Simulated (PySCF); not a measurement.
# C16H15FO: NMR shifts, electronic excitations

What do calculations give for the NMR shifts, electronic excitations of C16H15FO (`C=Cc1ccc(-c2ccc(OCC)cc2)cc1F`)?

Programs: PySCF 2.14.0, with routines of our own; each step states its level. All values are computed. Atoms count from 0.

## Step 1: The system as given

33 atoms, charge 0, multiplicity 1; geometry from: GFN2-xTB.

## Step 2: Relaxing the molecule at PBE0-D3(BJ)/def2-SVP

Job settings and geometry (Å):

```
{"job": {"xc": "PBE0", "basis": "def2-SVP", "d3": "d3bj", "grid": 1, "kind": "geom"}, "charge": 0, "multiplicity": 1}
C      6.595190     0.409540    -0.022047
C      5.601621     0.561014    -0.889680
C      4.181582     0.409024    -0.605536
C      3.678619    -0.100152     0.593738
C      2.323772    -0.205390     0.822612
C      1.394526     0.187657    -0.141464
C     -0.047106     0.076500     0.108455
C     -0.920302    -0.336038    -0.892607
C     -2.278298    -0.460342    -0.659927
C     -2.800656    -0.150501     0.592153
O     -4.112094    -0.223891     0.935190
C     -5.046842    -0.685886    -0.019768
C     -6.426133    -0.638928     0.618548
C     -1.931660     0.276365     1.599406
C     -0.580375     0.379267     1.362628
C      1.874223     0.685105    -1.350932
C      3.232679     0.786216    -1.559067
F      3.654226     1.288867    -2.743693
H      6.435321     0.150438     1.010498
H      7.619827     0.551141    -0.319537
H      5.832103     0.843585    -1.908498
H      4.367965    -0.426632     1.356435
H      1.974692    -0.615931     1.758078
H     -0.530500    -0.590401    -1.867474
H     -2.916890    -0.800851    -1.460326
H     -5.023236    -0.047764    -0.913978
H     -4.801176    -1.715447    -0.316836
H     -6.678195     0.383695     0.885566
H     -6.437895    -1.243169     1.521384
H     -7.166354    -1.021630    -0.078513
H     -2.349667     0.521598     2.563092
H      0.071173     0.722181     2.152491
H      1.199698     1.020571    -2.123238
```

The run is started by

```bash
> OMP_NUM_THREADS=2 python large_run.py task.json out
```

One launch serves the whole session: the jobs run in the order shown.

Log:

```text
step   0  E = -792.33182904  max force = 0.015732
step   1  E = -792.33511725  max force = 0.003111
step   2  E = -792.33527678  max force = 0.001248
step   3  E = -792.33522257  max force = 0.002579
step   4  E = -792.33532513  max force = 0.000468
step   5  E = -792.33531823  max force = 0.000873
step   6  E = -792.33533318  max force = 0.000213
optimisation converged
```

Wall time 5.7 min (2 threads of Intel Xeon Platinum 8259CL at 2.50GHz, shared host); peak memory 1.7 GiB.

Relaxation path: (the energy doesn't fall at every step)

```tsv
step	energy from step 0 (eV)	largest force component (eV/Å)
0	0.0000	0.8090
1	-0.0895	0.1600
2	-0.0938	0.0642
3	-0.0923	0.1326
4	-0.0951	0.0241
5	-0.0949	0.0449
6	-0.0954	0.0110
```

Distances of close pairs at the start and the end, largest changes first:

```tsv
bond	before (Å)	after (Å)	change (Å)
C16–F17	1.354	1.336	-0.019
C0–H18	1.076	1.094	+0.017
C0–H19	1.076	1.092	+0.016
C3–H21	1.079	1.092	+0.013
C12–H28	1.086	1.100	+0.013
C12–H29	1.086	1.100	+0.013
C12–H27	1.087	1.100	+0.013
C13–H30	1.079	1.092	+0.013
```

The end geometry stands in the next job.

```tsv
at the end point	value
point group (found at 0.08 Å tolerance)	C1
rotational constants (GHz, main isotopes)	1.629, 0.142, 0.133
dipole moment (D)	2.43
```

## Step 3: NMR shifts: GIAO PBE0/pcSseg-2

Job settings and geometry (Å):

```
{"job": {"kind": "nmr", "xc": "PBE0", "basis": "pcSseg-2", "pop": true}, "charge": 0, "multiplicity": 1}
C      6.948531     1.756881     0.064376
C      5.926111     1.916599    -0.785283
C      4.501849     1.784739    -0.472699
C      3.999332     1.381654     0.775455
C      2.638589     1.275376     1.018911
C      1.695956     1.570167     0.017984
C      0.246021     1.455155     0.268409
C     -0.635230     1.049201    -0.739816
C     -2.005951     0.936670    -0.518092
C     -2.533066     1.235945     0.743476
O     -3.838197     1.161435     1.062550
C     -4.765834     0.758698     0.081535
C     -6.137600     0.752984     0.708037
C     -1.663447     1.644821     1.764884
C     -0.303019     1.749819     1.529069
C      2.179040     1.971676    -1.233352
C      3.543219     2.067116    -1.454912
F      3.954979     2.458970    -2.663551
H      6.808094     1.507354     1.119748
H      7.978889     1.876619    -0.277263
H      6.145402     2.176312    -1.824606
H      4.702569     1.129558     1.571933
H      2.295153     0.928675     1.995419
H     -0.241153     0.786805    -1.724450
H     -2.650652     0.605909    -1.332351
H     -4.729122     1.452707    -0.779286
H     -4.503670    -0.247381    -0.296502
H     -6.407780     1.758910     1.060676
H     -6.165635     0.068348     1.568157
H     -6.890525     0.425417    -0.023385
H     -2.090195     1.885560     2.740309
H      0.349914     2.094611     2.334115
H      1.502798     2.242702    -2.045540
```

Method: GIAO PBE0/pcSseg-2 NMR shielding, non-relativistic, gas phase.

Log:

```text
start: PBE on a coarse grid of 27549 points
cycle   1  E = -792.8655078896  dE =  2.457e+00  |g| = 1.009e+00  |ddm| = 5.168e+00
cycle   2  E = -792.5026061169  dE =  3.629e-01  |g| = 1.633e+00  |ddm| = 4.982e+00
cycle   3  E = -793.0664371579  dE = -5.638e-01  |g| = 3.675e-01  |ddm| = 3.755e+00
cycle   4  E = -793.0954824795  dE = -2.905e-02  |g| = 1.150e-01  |ddm| = 5.815e-01
cycle   5  E = -793.0980591213  dE = -2.577e-03  |g| = 5.902e-02  |ddm| = 2.110e-01
cycle   6  E = -793.0989062054  dE = -8.471e-04  |g| = 1.655e-02  |ddm| = 8.406e-02
cycle   7  E = -793.0989641103  dE = -5.790e-05  |g| = 7.189e-03  |ddm| = 2.707e-02
final grid: 256561 points
cycle   8  E = -793.1524253771  dE = -1.177e-02  |g| = 7.110e-02  |ddm| = 9.767e-01
cycle   9  E = -793.1514377075  dE =  9.877e-04  |g| = 1.049e-01  |ddm| = 1.804e-01
cycle  10  E = -793.1534123515  dE = -1.975e-03  |g| = 1.264e-02  |ddm| = 1.167e-01
cycle  11  E = -793.1534347810  dE = -2.243e-05  |g| = 5.709e-03  |ddm| = 2.561e-02
cycle  12  E = -793.1534431018  dE = -8.321e-06  |g| = 2.061e-03  |ddm| = 9.612e-03
cycle  13  E = -793.1534449243  dE = -1.823e-06  |g| = 6.814e-04  |ddm| = 3.817e-03
cycle  14  E = -793.1534448804  dE =  4.391e-08  |g| = 2.286e-04  |ddm| = 1.819e-03
cycle  15  E = -793.1534464143  dE = -1.534e-06  |g| = 6.828e-05  |ddm| = 1.322e-03
converged SCF energy = -793.1534464143

GIAO shielding tensors (ppm)
atom      isotropic    diamagn.    paramagn.     s11        s22        s33       span
  0 C       63.417     248.462    -185.045    -48.438     68.896    169.793    218.231
  1 C       44.805     241.138    -196.332    -79.382     49.358    164.440    243.821
  2 C       52.881     259.465    -206.584    -16.826     11.747    163.723    180.549
  3 C       50.409     254.681    -204.272    -55.931     32.963    174.195    230.127
  4 C       53.825     265.319    -211.495    -48.916     44.887    165.503    214.419
  5 C       29.823     249.669    -219.846    -59.353    -10.172    158.993    218.346
  6 C       42.057     251.594    -209.537    -47.670      8.967    164.874    212.545
  7 C       45.993     263.299    -217.306    -59.110     33.443    163.645    222.755
  8 C       67.220     258.140    -190.920    -24.648     51.718    174.591    199.239
  9 C       14.733     255.786    -241.054    -71.483      3.437    112.244    183.727
 10 O      197.925     382.325    -184.400    110.600    239.770    243.404    132.804
 11 C      118.512     255.513    -137.001     94.908    103.402    157.225     62.317
 12 C      167.133     225.864     -58.731    152.297    165.629    183.472     31.175
 13 C       57.682     256.883    -199.201    -32.966     46.788    159.223    192.189
 14 C       45.971     259.994    -214.024    -59.872     33.512    164.272    224.144
 15 C       62.381     260.935    -198.554    -19.351     50.920    155.574    174.925
 16 C       11.609     259.431    -247.822    -71.756     27.592     78.989    150.745
 17 F      299.971     475.824    -175.853    217.802    279.018    403.094    185.291
 18 H       25.067      29.315      -4.248     22.627     23.337     29.238      6.612
 19 H       25.714      20.253       5.461     23.856     24.110     29.177      5.321
 20 H       23.786      25.959      -2.173     19.978     21.683     29.696      9.718
 21 H       23.190      35.993     -12.803     18.752     22.457     28.361      9.609
 22 H       23.745      40.206     -16.461     18.885     22.820     29.531     10.646
 23 H       23.455      40.894     -17.439     18.493     22.129     29.743     11.251
 24 H       24.260      38.911     -14.651     19.511     23.188     30.080     10.569
 25 H       27.394      32.009      -4.615     22.463     28.498     31.220      8.758
 26 H       27.397      36.899      -9.501     22.528     28.563     31.101      8.574
 27 H       29.686      23.060       6.626     26.030     27.788     35.240      9.211
 28 H       29.700      25.543       4.157     25.910     27.913     35.278      9.368
 29 H       29.998      22.397       7.601     25.707     27.538     36.750     11.043
 30 H       24.019      33.666      -9.647     20.024     23.534     28.498      8.474
 31 H       23.426      35.430     -12.004     18.676     22.392     29.210     10.534
 32 H       23.864      35.778     -11.913     19.181     22.547     29.865     10.684
```

It took 3.9 min on 2 threads of Intel Xeon Platinum 8259CL at 2.50GHz, shared host; peak memory 2.4 GiB.

Shifts follow as δ = σ(reference) − σ, with reference shieldings (ppm) from runs at the same level and on the same kind of geometry: 1H TMS 31.25, 13C TMS 184.1, 19F CFCl3 175.8, 17O H2O 328.2. The references are single molecules in the gas phase, so shifts against H2O, NH3, PH3, H3PO4 or CFCl3 are not on the usual liquid scales and can be off by tens of ppm. Atoms listed in one row are averaged.

```tsv
atoms	environment	σ (ppm)	δ (ppm)
C16	aromatic carbon bearing fluorine	11.6	172.5
C9	aromatic carbon bearing oxygen	14.7	169.4
C5	substituted aromatic carbon	29.8	154.3
C6	substituted aromatic carbon	42.1	142.1
C1	alkene CH	44.8	139.3
C7, C14	aromatic CH	46.0	138.1
C3	aromatic CH	50.4	133.7
C2	substituted aromatic carbon	52.9	131.2
C4	aromatic CH	53.8	130.3
C15	aromatic CH	62.4	121.7
C8, C13	aromatic CH	62.5	121.7
C0	terminal =CH2 carbon	63.4	120.7
C11	sp3 CH2 bonded to O	118.5	65.6
C12	methyl carbon	167.1	17.0
H21	hydrogen on an aromatic CH	23.19	8.06
H23, H31	hydrogen on an aromatic CH	23.44	7.80
H22	hydrogen on an aromatic CH	23.75	7.50
H20	hydrogen on an alkene CH	23.79	7.46
H32	hydrogen on an aromatic CH	23.86	7.38
H24, H30	hydrogen on an aromatic CH	24.14	7.11
H18	hydrogen on a terminal =CH2 carbon	25.07	6.18
H19	hydrogen on a terminal =CH2 carbon	25.71	5.53
H25, H26	hydrogen on an sp3 CH2 bonded to O	27.40	3.85
H27, H28, H29	hydrogen on a methyl carbon	29.79	1.45
O10	ether oxygen	197.9	130.2
F17	aryl fluorine	300.0	-124.2
```

The run also stored atomic charges by several schemes (e):

```tsv
atoms	Mulliken	IAO	Hirshfeld	ESP fit
C0	-0.03	-0.32	-0.10	-0.43
C1	-0.16	-0.14	-0.05	-0.12
C2	0.10	-0.05	-0.02	0.05
C3	-0.13	-0.13	-0.04	-0.14
C4	-0.23	-0.17	-0.06	-0.26
C5	0.40	0.02	0.00	0.14
C6	0.30	-0.02	-0.02	0.02
C7, C14	-0.19	-0.14	-0.05	-0.11
C8, C13	-0.14	-0.20	-0.07	-0.32
C9	0.48	0.21	0.07	0.45
O10	-0.40	-0.33	-0.10	-0.41
C11	0.17	-0.04	0.00	0.44
C12	-0.07	-0.43	-0.12	-0.57
C15	-0.31	-0.20	-0.07	-0.33
C16	0.46	0.30	0.09	0.29
F17	-0.28	-0.27	-0.07	-0.20
```

Mayer bond orders: C0–C1 1.84, C1–C2 1.07, C2–C3 1.29, C3–C4 1.50, C4–C5 1.36, C5–C6 0.90, C6–C7 1.43, C7–C8 1.38, C8–C9 1.34, C9–O10 1.08, O10–C11 0.90, C11–C12 0.98, C9–C13 1.35, C13–C14 1.44, C5–C15 1.30, C15–C16 1.46, C16–F17 0.74, C16–C2 1.46.

Ring of atoms C2, C3, C4, C5, C15, C16: NICS(0) -8.3, NICS(1) -8.5, NICS(1)zz -22.2 ppm (means of both faces).

Ring of atoms C6, C7, C8, C9, C13, C14: NICS(0) -8.4, NICS(1) -9.0, NICS(1)zz -24.5 ppm (means of both faces).

## Step 4: NMR shifts: GIAO KT3/pcSseg-2

Settings changed since step 3:

```diff
@@ -1,2 +1,2 @@
-{"job": {"kind": "nmr", "xc": "PBE0", "basis": "pcSseg-2", "pop": true}, "charge": 0, "multiplicity": 1}
+{"job": {"kind": "nmr", "xc": "KT3", "basis": "pcSseg-2", "pop": false}, "charge": 0, "multiplicity": 1}
 C      6.948531     1.756881     0.064376
```

With the program's defaults for keys left out, this is: GIAO KT3/pcSseg-2 NMR shielding, non-relativistic, gas phase.

Log:

```text
start: PBE on a coarse grid of 27549 points
cycle   1  E = -792.8655078886  dE =  2.457e+00  |g| = 1.009e+00  |ddm| = 5.168e+00
cycle   2  E = -792.5026063241  dE =  3.629e-01  |g| = 1.633e+00  |ddm| = 4.982e+00
cycle   3  E = -793.0664365568  dE = -5.638e-01  |g| = 3.675e-01  |ddm| = 3.755e+00
cycle   4  E = -793.0954808509  dE = -2.904e-02  |g| = 1.150e-01  |ddm| = 5.815e-01
cycle   5  E = -793.0980585333  dE = -2.578e-03  |g| = 5.902e-02  |ddm| = 2.109e-01
cycle   6  E = -793.0989070859  dE = -8.486e-04  |g| = 1.655e-02  |ddm| = 8.399e-02
cycle   7  E = -793.0989628787  dE = -5.579e-05  |g| = 7.189e-03  |ddm| = 2.701e-02
final grid: 256561 points
cycle   8  E = -806.4927919120  dE = -6.185e-02  |g| = 2.189e-01  |ddm| = 7.301e+00
cycle   9  E = -806.4635709997  dE =  2.922e-02  |g| = 4.589e-01  |ddm| = 8.541e-01
cycle  10  E = -806.4995681099  dE = -3.600e-02  |g| = 5.019e-02  |ddm| = 6.492e-01
cycle  11  E = -806.5000865263  dE = -5.184e-04  |g| = 2.685e-02  |ddm| = 1.063e-01
cycle  12  E = -806.5002578979  dE = -1.714e-04  |g| = 9.800e-03  |ddm| = 3.678e-02
cycle  13  E = -806.5002822185  dE = -2.432e-05  |g| = 2.799e-03  |ddm| = 1.478e-02
cycle  14  E = -806.5002847118  dE = -2.493e-06  |g| = 9.507e-04  |ddm| = 5.133e-03
cycle  15  E = -806.5002838485  dE =  8.633e-07  |g| = 2.600e-04  |ddm| = 1.953e-03
cycle  16  E = -806.5002841840  dE = -3.354e-07  |g| = 9.342e-05  |ddm| = 1.352e-03
converged SCF energy = -806.5002841840

GIAO shielding tensors (ppm)
atom      isotropic    diamagn.    paramagn.     s11        s22        s33       span
  0 C       72.526     245.922    -173.396    -25.427     76.849    166.156    191.583
  1 C       53.545     239.580    -186.035    -56.783     57.480    159.939    216.722
  2 C       60.311     269.609    -209.298      0.967     21.095    158.870    157.903
  3 C       60.056     260.954    -200.898    -36.204     46.829    169.544    205.748
  4 C       62.357     270.420    -208.063    -30.730     56.527    161.273    192.003
  5 C       39.673     265.690    -226.017    -37.745      2.941    153.823    191.568
  6 C       50.065     267.708    -217.643    -28.889     18.355    160.729    189.618
  7 C       55.524     270.847    -215.323    -39.559     46.966    159.165    198.724
  8 C       74.613     265.576    -190.963     -9.492     62.822    170.510    180.001
  9 C       23.699     262.716    -239.017    -48.281     10.725    108.653    156.935
 10 O      184.591     379.795    -195.204    103.277    222.825    227.671    124.394
 11 C      115.458     254.824    -139.366     92.122    100.937    153.313     61.191
 12 C      163.844     227.064     -63.220    149.311    161.384    180.836     31.525
 13 C       66.227     260.369    -194.142    -15.464     59.055    155.090    170.555
 14 C       55.809     264.253    -208.444    -39.485     47.168    159.744    199.229
 15 C       70.781     264.515    -193.734     -2.611     62.441    152.513    155.123
 16 C       19.206     261.049    -241.843    -49.531     30.762     76.388    125.919
 17 F      286.662     468.924    -182.261    203.711    270.181    386.095    182.384
 18 H       25.453      29.086      -3.633     23.035     24.067     29.256      6.221
 19 H       26.125      16.042      10.083     24.370     24.603     29.402      5.032
 20 H       24.158      22.942       1.216     20.470     22.417     29.586      9.116
 21 H       23.640      33.564      -9.924     19.341     23.132     28.448      9.107
 22 H       24.194      42.428     -18.233     19.553     23.493     29.537      9.984
 23 H       23.888      44.007     -20.119     19.090     22.828     29.746     10.656
 24 H       24.606      39.315     -14.709     20.061     23.763     29.995      9.933
 25 H       27.434      31.955      -4.522     22.700     28.500     31.101      8.401
 26 H       27.436      38.528     -11.091     22.747     28.561     31.001      8.254
 27 H       29.826      22.308       7.518     26.385     28.004     35.089      8.704
 28 H       29.841      26.370       3.471     26.277     28.126     35.120      8.843
 29 H       30.063      21.192       8.871     26.013     27.774     36.402     10.389
 30 H       24.436      31.001      -6.565     20.689     24.188     28.431      7.743
 31 H       23.871      34.488     -10.617     19.249     23.138     29.227      9.979
 32 H       24.305      36.707     -12.402     19.870     23.190     29.855      9.985
```

It took 2.2 min on 2 threads of Intel Xeon Platinum 8259CL at 2.50GHz, shared host; peak memory 1.5 GiB.

## Step 5: NMR shifts: GIAO PBE0/pcSseg-1 in chloroform

Settings changed since step 4:

```diff
@@ -1,2 +1,2 @@
-{"job": {"kind": "nmr", "xc": "KT3", "basis": "pcSseg-2", "pop": false}, "charge": 0, "multiplicity": 1}
+{"job": {"kind": "nmr", "xc": "PBE0", "basis": "pcSseg-1", "pop": false, "solvent": "chloroform"}, "charge": 0, "multiplicity": 1}
 C      6.948531     1.756881     0.064376
```

With the program's defaults for keys left out, this is: GIAO PBE0/pcSseg-1 NMR shielding, non-relativistic, IEF-PCM chloroform.

Log:

```text
start: PBE on a coarse grid of 27549 points
cycle   1  E = -792.3646130448  dE =  2.480e+00  |g| = 9.305e-01  |ddm| = 5.978e+00
cycle   2  E = -792.1053404502  dE =  2.593e-01  |g| = 1.448e+00  |ddm| = 2.462e+00
cycle   3  E = -792.5436721719  dE = -4.383e-01  |g| = 3.081e-01  |ddm| = 1.671e+00
cycle   4  E = -792.5650159131  dE = -2.134e-02  |g| = 7.315e-02  |ddm| = 3.577e-01
cycle   5  E = -792.5659836566  dE = -9.677e-04  |g| = 3.688e-02  |ddm| = 9.512e-02
cycle   6  E = -792.5663109918  dE = -3.273e-04  |g| = 9.433e-03  |ddm| = 3.997e-02
final grid: 256561 points
cycle   7  E = -792.7819635845  dE = -1.047e-02  |g| = 7.034e-02  |ddm| = 5.927e-01
cycle   8  E = -792.7811717033  dE =  7.919e-04  |g| = 9.843e-02  |ddm| = 1.545e-01
cycle   9  E = -792.7830336065  dE = -1.862e-03  |g| = 1.278e-02  |ddm| = 9.772e-02
cycle  10  E = -792.7830661654  dE = -3.256e-05  |g| = 3.380e-03  |ddm| = 1.467e-02
cycle  11  E = -792.7830690969  dE = -2.931e-06  |g| = 1.329e-03  |ddm| = 4.379e-03
cycle  12  E = -792.7830675759  dE =  1.521e-06  |g| = 3.231e-04  |ddm| = 1.625e-03
cycle  13  E = -792.7830687148  dE = -1.139e-06  |g| = 8.112e-05  |ddm| = 4.029e-04
converged SCF energy = -792.7830687148

GIAO shielding tensors (ppm)
atom      isotropic    diamagn.    paramagn.     s11        s22        s33       span
  0 C       64.114     251.939    -187.825    -47.161     68.394    171.109    218.270
  1 C       50.097     231.585    -181.488    -70.736     54.703    166.324    237.060
  2 C       58.303     265.110    -206.807     -9.612     18.950    165.571    175.183
  3 C       54.555     259.034    -204.479    -48.253     35.253    176.664    224.917
  4 C       57.145     256.966    -199.821    -42.745     45.865    168.315    211.060
  5 C       36.014     257.634    -221.620    -50.520     -2.423    160.984    211.504
  6 C       48.484     261.397    -212.913    -38.791     17.117    167.125    205.916
  7 C       49.920     258.369    -208.449    -52.304     35.799    166.264    218.568
  8 C       70.514     262.137    -191.623    -18.648     52.850    177.339    195.988
  9 C       19.996     264.948    -244.952    -63.276      8.157    115.107    178.383
 10 O      200.797     397.595    -196.798    111.564    242.894    247.932    136.368
 11 C      121.107     247.775    -126.668     97.197    105.822    160.302     63.105
 12 C      168.144     241.463     -73.319    153.509    166.724    184.199     30.690
 13 C       61.941     255.863    -193.922    -26.101     50.865    161.058    187.160
 14 C       50.265     253.443    -203.177    -52.305     36.434    166.666    218.971
 15 C       66.175     255.183    -189.008    -13.566     54.015    158.077    171.643
 16 C       17.593     261.061    -243.468    -64.033     33.842     82.971    147.004
 17 F      304.272     478.876    -174.603    224.801    291.551    396.465    171.665
 18 H       24.905      31.226      -6.321     22.374     22.952     29.390      7.015
 19 H       25.430      19.127       6.303     23.444     23.731     29.115      5.670
 20 H       24.060      25.474      -1.413     20.067     22.631     29.484      9.417
 21 H       23.159      36.111     -12.952     18.390     23.355     27.730      9.340
 22 H       23.711      37.063     -13.352     18.560     23.451     29.122     10.561
 23 H       23.509      37.881     -14.372     18.281     22.802     29.446     11.165
 24 H       24.244      36.778     -12.534     19.190     23.922     29.620     10.430
 25 H       27.427      30.238      -2.811     22.329     28.424     31.528      9.199
 26 H       27.427      34.163      -6.736     22.406     28.472     31.402      8.996
 27 H       29.614      24.147       5.467     25.744     27.699     35.398      9.654
 28 H       29.632      26.725       2.906     25.624     27.831     35.440      9.816
 29 H       29.884      22.377       7.507     25.446     27.312     36.894     11.448
 30 H       23.983      32.294      -8.310     19.564     24.306     28.080      8.516
 31 H       23.473      34.560     -11.087     18.405     23.122     28.891     10.486
 32 H       23.833      33.875     -10.043     18.640     23.198     29.660     11.020
```

It took 58 s on 2 threads of Intel Xeon Platinum 8259CL at 2.50GHz, shared host; peak memory 1.4 GiB.

(Part 1 of 2 ends here.)
